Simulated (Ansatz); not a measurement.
# CH4ClGa: molecular dynamics

Purpose: to follow the molecule's vibrations and see whether its bonds hold. The start is relaxed first. Runs: 300 steps of 0.25 fs at constant energy, with velocities drawn for 700 K.

Method: RKS B3LYP-D4/def2-SVP, in Ansatz 0.2.0.

### 1 Starting point

Bond lengths: Ga1–Cl2 2.240 Å, Ga1–C3 1.980 Å, C3–H4 1.110 Å, C3–H5 1.110 Å, C3–H6 1.110 Å, Ga1–H7 1.570 Å. Angles: Cl2–Ga1–C3 120.0°, Cl2–Ga1–H7 120.0°, C3–Ga1–H7 120.0°, Ga1–C3–H4 109.5°, Ga1–C3–H5 109.5°, Ga1–C3–H6 109.5°, H4–C3–H5 109.4°, H4–C3–H6 109.4°, H5–C3–H6 109.4°.

Coordinates:

```xyz
7

Ga    0.0000    0.0000    0.0000
Cl    0.0000    0.0000    2.2400
C     1.7147    0.0000   -0.9900
H     2.0443   -1.0462   -1.1602
H     1.5782    0.5080   -1.9674
H     2.4842    0.5381   -0.3982
H    -1.3596    0.0000   -0.7850
```

### 2 Preparing the start

Contents of input.yaml:

```yaml
crystal:
  periodic: [false, false, false]
  atoms:
    - { symbol: Ga, position_ang: [0.0, 0.0, 0.0] }
    - { symbol: Cl, position_ang: [0.0, 0.0, 2.24] }
    - { symbol: C, position_ang: [1.7147, 0.0, -0.99] }
    - { symbol: H, position_ang: [2.0443, -1.0462, -1.1602] }
    - { symbol: H, position_ang: [1.5782, 0.508, -1.9674] }
    - { symbol: H, position_ang: [2.4842, 0.5381, -0.3982] }
    - { symbol: H, position_ang: [-1.3596, 0.0, -0.785] }
basis:
  gaussian: { orbitals: def2-SVP }
hamiltonian:
  xc: b3lyp
  dispersion: d4
relax:
  f_tol: 0.02
  max_steps: 40
```

The run is started by

```sh
ansatz run input.yaml --threads 1 --pin off --max-ram 2048MiB --backend cpu --events-out ev --progress --plain --runs-dir out
```

The log of the run (excerpt; [...] marks lines left out):

```text
Warning: RAYON_NUM_THREADS=1 ignored (pool sized by the plan → 1); use --threads N
[...]
Functional definition: B3LYP
[...]
885 factors; integrals over basis functions are off by at most 4.6e-4 eV
[...]
mean field -65994.71912629 eV, -2425.2611950638 hartree, gradient 1.1e-5 eV, S^2 0.000000; 0 other end points of the search recorded, 0 dependent functions left out
[...]
reference -65994.71935760 eV, -2425.2612035642 hartree; 29, 29 occupied and 55, 55 virtual orbitals, 885 factors
relax step   1: F+E_penalty+E_count = -65994.91964670 eV  Δ(F+E_penalty+E_count) = +0.000e0 eV  max|allowed force component| = 9.142e-1 eV/Å  Δτ_max = 0.0000 Å  (26 SCF iters, accepted)
[...]
relax step   4: F+E_penalty+E_count = -65995.00259928 eV  Δ(F+E_penalty+E_count) = -1.707e-3 eV  max|allowed force component| = 3.545e-2 eV/Å  Δτ_max = 0.0283 Å  (27 SCF iters, accepted)
[...]
relax step   5: F+E_penalty+E_count = -65995.00279230 eV  Δ(F+E_penalty+E_count) = -1.930e-4 eV  max|allowed force component| = 1.261e-2 eV/Å  Δτ_max = 0.0097 Å  (22 SCF iters, accepted)
885 factors; integrals over basis functions are off by at most 5.2e-4 eV
mean field -65994.79798206 eV, -2425.2640929599 hartree, gradient 1.1e-5 eV, S^2 0.000000; 1 other end points of the search recorded, 0 dependent functions left out
[...]
reference -65994.79821249 eV, -2425.2641014282 hartree; 29, 29 occupied and 55, 55 virtual orbitals, 885 factors
Total energy: -65995.00302274 eV, -2425.2716280659 hartree
Atom 0 at    -0.021003     0.005306    -0.071526 Å, force    -0.012341     0.001010    -0.012607 eV/Å
Atom 1 at     0.044766     0.004083     2.107119 Å, force     0.000514    -0.000868     0.009118 eV/Å
Atom 2 at     1.722107     0.014782    -0.978890 Å, force     0.007932    -0.000377     0.009894 eV/Å
Atom 3 at     2.046991    -1.027723    -1.135793 Å, force    -0.001591     0.000145    -0.000597 eV/Å
Atom 4 at     1.662082     0.505629    -1.961889 Å, force     0.001427     0.001815    -0.004871 eV/Å
Atom 5 at     2.477682     0.517171    -0.357154 Å, force    -0.002372    -0.001034    -0.005060 eV/Å
Atom 6 at    -1.470824    -0.019349    -0.662667 Å, force     0.006431    -0.000691     0.004123 eV/Å
Dipole moment:     0.143122    -0.003835    -0.478275 e Å
```

Run time: 19 s. Hardware: 1 thread of Arm Neoverse V1, shared host; peak memory 0.16 GiB.

Relaxation path:

```csv
step,energy from step 1 (eV),largest force component (eV/Å)
1,0.0000,0.9142
2,-0.0711,0.2757
3,-0.0812,0.0802
4,-0.0830,0.0355
5,-0.0831,0.0126
```

Step 1 is the start.

After: Bond lengths: Ga1–Cl2 2.180 Å, Ga1–C3 1.965 Å, C3–H4 1.103 Å, C3–H5 1.100 Å, C3–H6 1.100 Å, Ga1–H7 1.566 Å. Angles: Cl2–Ga1–C3 115.8°, Cl2–Ga1–H7 113.9°, C3–Ga1–H7 130.3°, Ga1–C3–H4 108.8°, Ga1–C3–H5 111.5°, Ga1–C3–H6 110.5°, H4–C3–H5 108.1°, H4–C3–H6 108.0°, H5–C3–H6 109.8°.

### 3 Dynamics

300 steps of 0.25 fs at constant energy, with velocities drawn for 700 K, from the relaxed start.

Contents of input.yaml:

```yaml
crystal:
  periodic: [false, false, false]
  atoms:
    - { symbol: Ga, position_ang: [-0.021003, 0.005306, -0.071526] }
    - { symbol: Cl, position_ang: [0.044766, 0.004083, 2.107119] }
    - { symbol: C, position_ang: [1.722107, 0.014782, -0.97889] }
    - { symbol: H, position_ang: [2.046991, -1.027723, -1.135793] }
    - { symbol: H, position_ang: [1.662082, 0.505629, -1.961889] }
    - { symbol: H, position_ang: [2.477682, 0.517171, -0.357154] }
    - { symbol: H, position_ang: [-1.470824, -0.019349, -0.662667] }
basis:
  gaussian: { orbitals: def2-SVP }
hamiltonian:
  xc: b3lyp
  dispersion: d4
md:
  timestep: 0.25
  n_steps: 300
  ensemble: nve
  temperature: 700.0
  initial_velocities: maxwell_boltzmann
  seed: 386261
```

The run is started by

```sh
ansatz run input.yaml --threads 1 --pin off --max-ram 2048MiB --backend cpu --events-out ev --progress --plain --runs-dir out
```

The log of the run (excerpt; [...] marks lines left out):

```text
Warning: RAYON_NUM_THREADS=1 ignored (pool sized by the plan → 1); use --threads N
[...]
[... 1 set-up line as earlier in the session ...]
[...]
886 factors; integrals over basis functions are off by at most 5.1e-4 eV
[...]
mean field -65994.79798094 eV, -2425.2640929189 hartree, gradient 9.6e-6 eV, S^2 0.000000; 0 other end points of the search recorded, 0 dependent functions left out
[...]
reference -65994.79821159 eV, -2425.2641013951 hartree; 29, 29 occupied and 55, 55 virtual orbitals, 886 factors
md step     0: t =     0.00 fs  T =   700.0 K  F+E_penalty+E_count = -65995.00279118 eV  E_kin = 0.452410 eV  conserved = -65994.55038119 eV  (26 SCF iters)
[...]
md step    20: t =     5.00 fs  T =   312.6 K  F+E_penalty+E_count = -65994.75189056 eV  E_kin = 0.202013 eV  conserved = -65994.54987785 eV  (23 SCF iters)
[...]
md step    40: t =    10.00 fs  T =   432.6 K  F+E_penalty+E_count = -65994.82968817 eV  E_kin = 0.279612 eV  conserved = -65994.55007632 eV  (23 SCF iters)
[...]
md step    60: t =    15.00 fs  T =   233.8 K  F+E_penalty+E_count = -65994.70076206 eV  E_kin = 0.151123 eV  conserved = -65994.54963866 eV  (22 SCF iters)
[...]
md step    80: t =    20.00 fs  T =   188.0 K  F+E_penalty+E_count = -65994.67090156 eV  E_kin = 0.121514 eV  conserved = -65994.54938793 eV  (22 SCF iters)
md step    81: t =    20.25 fs  T =   217.7 K  F+E_penalty+E_count = -65994.69019019 eV  E_kin = 0.140728 eV  conserved = -65994.54946203 eV  (22 SCF iters)
```

### 4 More of the same log: dynamics from the start

Output, continued (excerpt; [...] marks lines left out):

```text
md step    82: t =    20.50 fs  T =   259.6 K  F+E_penalty+E_count = -65994.71738709 eV  E_kin = 0.167798 eV  conserved = -65994.54958861 eV  (22 SCF iters)
[...]
md step   108: t =    27.00 fs  T =   383.8 K  F+E_penalty+E_count = -65994.79789199 eV  E_kin = 0.248049 eV  conserved = -65994.54984328 eV  (23 SCF iters)
[...]
md step   134: t =    33.50 fs  T =   521.9 K  F+E_penalty+E_count = -65994.88767270 eV  E_kin = 0.337297 eV  conserved = -65994.55037532 eV  (28 SCF iters)
[...]
md step   160: t =    40.00 fs  T =   383.7 K  F+E_penalty+E_count = -65994.79831180 eV  E_kin = 0.247969 eV  conserved = -65994.55034313 eV  (24 SCF iters)
[...]
md step   184: t =    46.00 fs  T =   412.1 K  F+E_penalty+E_count = -65994.81639890 eV  E_kin = 0.266347 eV  conserved = -65994.55005238 eV  (23 SCF iters)
md step   185: t =    46.25 fs  T =   389.3 K  F+E_penalty+E_count = -65994.80157513 eV  E_kin = 0.251603 eV  conserved = -65994.54997172 eV  (23 SCF iters)
```

### 5 More of the same log: dynamics from the start

The log, continued (excerpt; [...] marks lines left out):

```text
md step   186: t =    46.50 fs  T =   365.0 K  F+E_penalty+E_count = -65994.78577473 eV  E_kin = 0.235881 eV  conserved = -65994.54989342 eV  (23 SCF iters)
[...]
md step   207: t =    51.75 fs  T =   405.9 K  F+E_penalty+E_count = -65994.81260239 eV  E_kin = 0.262341 eV  conserved = -65994.55026104 eV  (28 SCF iters)
[...]
md step   228: t =    57.00 fs  T =   442.8 K  F+E_penalty+E_count = -65994.83633658 eV  E_kin = 0.286211 eV  conserved = -65994.55012573 eV  (23 SCF iters)
[...]
md step   249: t =    62.25 fs  T =   498.5 K  F+E_penalty+E_count = -65994.87257011 eV  E_kin = 0.322191 eV  conserved = -65994.55037875 eV  (24 SCF iters)
[...]
md step   299: t =    74.75 fs  T =   351.6 K  F+E_penalty+E_count = -65994.77725039 eV  E_kin = 0.227264 eV  conserved = -65994.54998655 eV  (23 SCF iters)
[...]
md step   300: t =    75.00 fs  T =   306.7 K  F+E_penalty+E_count = -65994.74807478 eV  E_kin = 0.198220 eV  conserved = -65994.54985519 eV  (27 SCF iters)
Total energy: -65994.74830429 eV, -2425.2622673358 hartree
Atom 0 at     0.030846    -0.020799    -0.056718 Å, force    -0.908640     0.165283     0.216854 eV/Å
Atom 1 at    -0.022254     0.035610     2.138194 Å, force     0.065908    -0.055077    -0.380481 eV/Å
Atom 2 at     1.647707     0.056166    -1.089432 Å, force    -0.346826     0.337489     0.765065 eV/Å
Atom 3 at     1.592490    -0.659682    -1.850313 Å, force    -0.147334    -2.091971    -1.266238 eV/Å
Atom 4 at     1.596166     0.920972    -1.721748 Å, force     0.296237     1.449627    -0.038936 eV/Å
Atom 5 at     2.553541    -0.080991    -0.537721 Å, force     0.959710     0.258928     0.386928 eV/Å
Atom 6 at    -1.369076    -0.000780    -0.807659 Å, force     0.080944    -0.064279     0.316808 eV/Å
Dipole moment:     0.192847    -0.033246    -0.461814 e Å
```

It took 16 min on 1 thread of Arm Neoverse V1, shared host; peak memory 0.16 GiB.

### 6 The trajectory

The trajectory, every 12 steps (energies from step 0):

```
time (fs)  T (K)  potential energy change (meV/atom)  total energy change (meV/atom)
      0.0    700                                 0.0                            0.00
      3.0    299                                37.2                            0.11
      6.0    367                                30.8                            0.03
      9.0    252                                41.5                            0.13
     12.0    541                                14.7                            0.03
     15.0    234                                43.1                            0.11
     18.0    320                                35.1                            0.03
     21.0    367                                30.8                            0.07
     24.0    503                                18.3                            0.06
     27.0    384                                29.3                            0.08
     30.0    256                                41.1                            0.08
     33.0    472                                21.1                            0.01
     36.0    329                                34.4                            0.09
     39.0    396                                28.1                            0.03
     42.0    106                                55.0                            0.14
     45.0    451                                23.0                            0.01
     48.0    280                                38.9                            0.11
     51.0    488                                19.6                            0.00
     54.0    166                                49.4                            0.12
     57.0    443                                23.8                            0.04
     60.0    362                                31.3                            0.09
     63.0    405                                27.3                            0.02
     66.0    202                                46.0                            0.07
     69.0    296                                37.4                            0.07
     72.0    405                                27.3                            0.06
     75.0    307                                36.4                            0.08
```

time (fs), T (K) and a bar:
```
      0.0        700 ##############################
      3.2        278 ########
      6.5        362 #############
      9.8        382 ##############
     13.0        397 ###############
     16.2        309 ##########
     19.5        171 ###
     22.8        609 #########################
     26.0        339 ############
     29.2        376 #############
     32.5        386 ##############
     35.8        355 ############
     39.2        406 ###############
     42.5        113 
     45.8        431 ################
     49.0        341 ############
     52.2        313 ##########
     55.5        388 ##############
     58.8        325 ###########
     62.0        509 ####################
     65.2        130 #
     68.5        331 ###########
     71.8        372 #############
     75.0        307 ##########
```

### 7 Positions and forces

Positions (Å) and forces (eV/Å):

```xyz
7
time_fs=9.5 T=332 dE=0.2383
Ga   -0.005    0.005   -0.068   -0.194   -0.186    0.368
Cl    0.029    0.006    2.111   -0.091    0.038   -0.013
C     1.698    0.020   -0.986   -0.807    1.243    1.024
H     1.904   -0.949   -1.287    0.713   -2.734   -0.340
H     1.442    0.463   -1.923    0.280    1.245   -0.986
H     2.523    0.432   -0.410    0.255    0.359   -0.144
H    -1.394   -0.081   -0.775   -0.156    0.035    0.091
7
time_fs=18.8 T=232 dE=0.3029
Ga    0.006    0.003   -0.061   -0.558    0.006    0.292
Cl    0.013    0.009    2.114   -0.071    0.016   -0.004
C     1.666    0.009   -1.028    0.697    2.255    1.252
H     1.866   -0.985   -1.271    0.441   -2.041   -1.146
H     1.564    0.705   -1.835   -0.546    0.020   -1.564
H     2.583    0.440   -0.605   -0.031   -0.295    0.930
H    -1.387   -0.118   -0.797    0.069    0.039    0.239
7
time_fs=28.0 T=445 dE=0.1652
Ga    0.013    0.000   -0.051   -0.008   -0.131   -0.374
Cl   -0.005    0.012    2.118    0.139    0.035    0.071
C     1.688    0.039   -1.086    0.140   -1.028   -0.377
H     1.851   -0.988   -1.532   -0.097    0.406    0.762
H     1.562    0.604   -2.044    0.377    0.461    0.893
H     2.537    0.266   -0.391   -0.293    0.231   -0.946
H    -1.403   -0.127   -0.678   -0.258    0.026   -0.030
7
time_fs=37.5 T=288 dE=0.2671
Ga    0.017   -0.004   -0.045   -0.290    0.081   -0.671
Cl   -0.021    0.017    2.123    0.288    0.012    0.167
C     1.701    0.035   -1.146    0.682   -0.370   -0.130
H     1.824   -1.069   -1.551   -0.089    2.118    0.394
H     1.706    0.849   -1.971   -0.227   -1.466    0.953
H     2.578    0.273   -0.465   -0.757   -0.396   -0.640
H    -1.500   -0.109   -0.533    0.392    0.021   -0.073
7
time_fs=47.0 T=319 dE=0.2467
Ga    0.021   -0.007   -0.046    0.481   -0.016   -0.203
Cl   -0.029    0.021    2.132    0.314    0.017    0.040
C     1.697    0.035   -1.149    0.688   -0.652   -1.289
H     1.845   -0.995   -1.731   -0.469    2.009    1.010
H     1.664    0.895   -1.921   -0.132   -1.258    0.918
H     2.636    0.185   -0.559   -0.599   -0.089   -0.121
H    -1.453   -0.080   -0.497   -0.284   -0.011   -0.356
7
time_fs=56.2 T=452 dE=0.1606
Ga    0.028   -0.011   -0.051   -0.409   -0.196   -0.186
Cl   -0.030    0.026    2.141    0.183    0.014   -0.263
C     1.691    0.035   -1.130   -1.538   -0.721   -1.250
H     1.721   -0.822   -1.862    0.065    0.103    0.921
H     1.495    0.845   -1.859    0.510    0.468    0.485
H     2.579    0.097   -0.531    0.832    0.304    0.156
H    -1.448   -0.051   -0.666    0.356    0.028    0.137
7
time_fs=65.5 T=147 dE=0.3580
Ga    0.032   -0.016   -0.057   -0.125    0.033    0.645
Cl   -0.027    0.031    2.145    0.042   -0.019   -0.425
C     1.648    0.034   -1.124   -0.528    0.298    1.783
H     1.640   -0.836   -1.714   -0.003   -1.087   -1.649
H     1.600    0.987   -1.574   -0.492    1.211   -1.737
H     2.577    0.123   -0.637    1.516   -0.393    1.327
H    -1.329   -0.010   -0.797   -0.408   -0.044    0.056
7
time_fs=75.0 T=307 dE=0.2547
Ga    0.031   -0.021   -0.057   -0.909    0.165    0.217
Cl   -0.022    0.036    2.138    0.066   -0.055   -0.381
C     1.648    0.056   -1.089   -0.347    0.338    0.765
H     1.593   -0.660   -1.850   -0.147   -2.092   -1.266
H     1.596    0.921   -1.722    0.296    1.450   -0.039
H     2.554   -0.081   -0.538    0.960    0.259    0.387
H    -1.369   -0.001   -0.808    0.081   -0.064    0.317
```

### 8 What came out

```
                          quantity                          value
           relaxation of the start        4 moves, 0.083 eV lower
                            length           300 steps of 0.25 fs
  temperature, first and last step                  700 and 307 K
          temperature, second half  mean 337 K, from 103 to 511 K
     potential energy, second half    +34 meV/atom from the start
largest change of the total energy                  0.14 meV/atom
            bonds formed or broken                              0
```

What this shows: The temperature starts at 700 K and averages 337 K in the second half, where it ranges from 103 to 511 K. About half is expected from a start at a minimum: kinetic energy passes into potential energy until both shares match. The total energy strays from its start by at most 0.14 meV/atom, 0.4 % of the mean kinetic energy, so a step of 0.25 fs is short enough over this time. The bonding pattern survives the run. Averages from a run of 75 fs with 7 atoms are rough. The nuclei move classically, without zero-point motion, which matters most for hydrogen.
